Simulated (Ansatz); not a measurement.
MnHg in Ansatz: convergence with smearing width

Input of the first run (smearing width 0.3 eV); the others differ in this setting and in those tied to it:

Contents of input.yaml:

```yaml
crystal:
  lattice:
    - [3.288, 0.0, 0.0]
    - [0.0, 3.288, 0.0]
    - [0.0, 0.0, 3.313]
  atoms:
    - { symbol: Hg, position: [0.0, 0.0, 0.0] }
    - { symbol: Mn, position: [0.5, 0.5, 0.5], spin: 4.0 }
hamiltonian:
  xc: pbe
  pseudopotentials: { kind: nc }
magnetization:
  spin_polarized: true
kpoints:
  mp_grid: { grid: [7, 7, 7] }
scf:
  occupations: { method: fermi_dirac, width: 0.3 }
output:
  forces: true
  stress: true
  eigenvalues: true
```

Potentials or basis: Ansatz NC.

Run with:

```bash
$ ansatz run input.yaml --threads 2 --pin off --max-ram 5632MiB --backend cpu --events-out ev --progress --plain --runs-dir out
```

Hardware: 2 threads of Arm Neoverse V2 (shared host).

Q: The values tried are 0.3 eV, 0.2 eV, 0.15 eV, 0.1 eV, 0.05 eV, 0.025 eV, 0.01 eV, 0.005 eV, loosest first. From which on does the energy stay within 1 meV/atom of the tightest run that finished?

A: From 0.05 eV on.

```csv
smearing width,"energy less the tightest run, at zero smearing (meV/atom)",pressure (GPa),absolute moment (μB),SCF cycles,CPU time (s),peak memory (GiB)
0.3 eV,7.29,1.21,3.95,9,15,0.48
0.2 eV,4.46,1.42,4.04,9,15,0.48
0.15 eV,3.71,1.56,4.08,10,14,0.47
0.1 eV,2.64,1.78,4.12,10,14,0.48
0.05 eV,0.72,2.11,4.16,10,15,0.48
0.025 eV,0.08,2.17,4.17,9,14,0.47
0.01 eV,0.00,2.15,4.17,10,18,0.48
0.005 eV,0.00,2.15,4.17,10,16,0.47
```

Against the tightest run, the pressure stays within 0.1 GPa from 0.05 eV on; the absolute moment stays within 0.02 μB from 0.05 eV on. Narrower smearing needs a denser k mesh, so at a fixed mesh the narrowest width isn't the most accurate. The tightest run that finished is the yardstick and may itself not be fully converged.

Spin-orbit coupling is left out, which matters for the levels of Hg.
